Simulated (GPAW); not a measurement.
Runs of GPAW 26.7.0 on CsLiCr2Te2S3. The structure is monoclinic, space group Cm (No. 8). The conventional cell has a = 6.843 Å, b = 10.361 Å, c = 7.978 Å, α = 90.00°, β = 111.21°, γ = 90.00°. Cs (site symmetry m) has 5 S at 3.58 to 3.92 Å and 1 Li at 4.01 Å as nearest neighbours. Li (site symmetry m) is surrounded by 3 S at 2.42 to 2.56 Å. Cr (site symmetry 1) is surrounded by 3 S at 2.20 to 2.25 Å and 1 Te at 2.51 Å. Te (site symmetry 1) is surrounded by 1 Cr at 2.51 Å. Around S (site symmetry 1) lie 2 Cr at 2.24 to 2.25 Å and 1 Li at 2.56 Å. S (site symmetry m) has 2 Cr at 2.20 Å and 1 Li at 2.42 Å as nearest neighbours. The cell was built by a generator and needn't be a form met in nature.

```tsv
task	level	spin	U	cell	k mesh	band path	band points	gap on the mesh (eV)	pressure (GPa)	moment (μB)	largest force (eV/Å)
single point	PBE	collinear, ferromagnetic start	-	atoms moved at random, drawn with an rms of 0.05 Å	5 × 5 × 4	-	-	none	0.5	4.03	0.64
electron localisation function	PBE	collinear, ferromagnetic start	-	as given	5 × 5 × 4	-	-	none	0.2	4.02	0.11
band structure	PBE+U	collinear, ferromagnetic start	Cr d U = 4 eV	as given	4 × 4 × 3	GYFHZIF1,H1Y1XGN,MG	80	-	4.3	5.85	2.15
single point	PBE	off	-	as given	4 × 4 × 3	-	-	none	-1.9	-	0.65
band structure	PBE+U	collinear, ferromagnetic start	Cr d U = 6 eV	as given	4 × 4 × 3	GYFHZIF1,H1Y1XGN,MG	80	-	(a)	6.02	(b)
```

Alike in all rows: potentials or basis GPAW PAW data sets (gpaw-data 1.2.1), pw; cutoff (eV) 800; smearing fermi-dirac 0.05 eV.

**Question.** Estimate the missing entries.

**Answer.** (a) 6.2; (b) 2.73.

Caveats: spin-orbit coupling is left out, which moves the levels of the heavy elements (some runs); forces of over 1 eV/Å show positions far from the minimum, so gaps and moduli don't describe the material at rest (some runs).

A k mesh can miss the band edges, and the runs leave out spin-orbit coupling on Cs, Te.

A gap of «none» marks a metal or a gap under the smearing width.
